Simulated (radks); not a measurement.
# The Coulomb parameter U of the 4d shell of Ru³⁺

The task here is to estimate one member of a computed series from the others.

Method: scalar-relativistic Kohn-Sham, BLYP, spin-unpolarised, spherical densities, point nucleus. Code: radks (a radial shooting solver on a logarithmic mesh, Libxc functionals) version 1.

## What is computed

- element: ruthenium (Z = 44)
- charge: +3
- electrons: 41
- configuration: [Kr] 4d4 5s1

The outer shells:

Ru³⁺
```
[Kr] core
4d [↑ ][↑ ][↑ ][↑ ][  ]
5s [↑ ]
```

Set-up of the first run:

Input:

```text
Z 44
configuration [Kr] 4d4 5s1
relativity scalar-relativistic
functional b88,lyp
spin unpolarised
nucleus point
c 137.035999084
```

Among the steps run: Start: [Kr] 4d4 5s1.

One of the session's tables, all rows but one given; the rest of the session is left out.

It belongs to the step «Start: [Kr] 4d4 5s1». Radial moments (bohr):

```
level     <r>  outermost maximum (interpolated)  90 % within  nodes
   2p  0.1269                            0.0982        0.207      0
   3s  0.4027                             0.362        0.594      2
   3p  0.4030                             0.355        0.608      1
   3d       ?                                 ?            ?      ?
   4s   1.004                             0.909         1.45      3
   4p   1.098                             0.973         1.62      2
   4d   1.400                              1.15         2.16      1
   5s   2.474                              2.25         3.54      4
```

Estimate the missing values for 3d.

**Answer.** <r>: 0.3840; outermost maximum (interpolated): 0.301; 90 % within: 0.611; nodes: 0. In the column «<r>» it lies between 2p (0.1269) and 3s (0.4027).
